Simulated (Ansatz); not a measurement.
AlN, space group F-43m, a phonon calculation by finite displacements

Program: Ansatz 0.2.0, Python API.

Run as a notebook:

**Cell 1**
```python
from pathlib import Path
import warnings

import ansatz as az
import numpy as np
```

**Cell 2**
```python
warnings.simplefilter('ignore', az.DeckWarning)
```

**Cell 3**
```python
lattice = az.Lattice.of(
    (0.0, 2.183994, 2.183994),
    (2.183994, 0.0, 2.183994),
    (2.183994, 2.183994, 0.0),
)
sites = [
    ('Al', (0.0, 0.0, 0.0)),
    ('N', (0.75, 0.75, 0.75)),
]
xtal = az.Crystal(lattice=lattice)
for symbol, position in sites:
    xtal = xtal.atom(symbol, position)
```

**Cell 4**
```python
xtal.resolved().tree()['lattice']
```
Output:
```text
((0.0, 2.183994, 2.183994), (2.183994, 0.0, 2.183994), (2.183994, 2.183994, 0.0))
```

**Cell 5**
```python
# the k mesh has to be a multiple of the supercell
job = (
    xtal.calculation()
    .functional('lda')
    .pseudopotentials('nc')
    .occupations('fixed')
    .eigensolver('auto', full_accuracy=True)
    .kpoints(6, 6, 6)
    .phonons('fd', supercell=2, temperatures=(0, 600, 100))
)
out = job.run(runs_dir='runs')
folder = Path(out.output_folder) / 'results'
ph = out.phonons

print('modes at Gamma (1/cm):', np.round(ph.gamma_omega_inv_cm, 1) + 0.0)
print(f'{ph.n_members} displaced supercells, sum-rule residual {ph.asr_residual_pre_ev_ang2:.1e} eV/A^2')
sums = ph.harmonic_sums
print(f'zero-point energy {1000 * sums.zero_point_energy_ev:.2f} meV per cell')
t, f_vib = np.asarray(sums.temperatures_k), np.asarray(sums.vibrational_free_energy_ev)
for temperature, value in zip(t, f_vib):
    print(f'T = {temperature:6.0f} K   F_vib = {1000 * value:9.2f} meV per cell')
```
Output:
```text
modes at Gamma (1/cm): [  0.    0.    0.  646.8 646.8 646.8]
2 displaced supercells, sum-rule residual 2.4e-04 eV/A^2
zero-point energy 189.61 meV per cell
T =      0 K   F_vib =    189.61 meV per cell
T =    100 K   F_vib =    189.01 meV per cell
T =    200 K   F_vib =    182.70 meV per cell
T =    300 K   F_vib =    166.43 meV per cell
T =    400 K   F_vib =    139.59 meV per cell
T =    500 K   F_vib =    103.08 meV per cell
T =    600 K   F_vib =     58.00 meV per cell
```

The settings weren't tested for convergence. The cell isn't relaxed first, so the values belong to this volume. The k-point mesh is coarse, and energy and stress weren't tested for convergence. No non-analytic term is added, so at the zone centre the longitudinal optical modes of a polar crystal aren't split off. The structure comes from a database of computed cells and needn't be a stable or known phase. The structure is taken as given and the supercell is small; imaginary modes can come from an unrelaxed or unstable start. Timing: 99 s on 1 thread of Arm Neoverse V1, with other jobs on the host, peak memory 0.74 GiB.
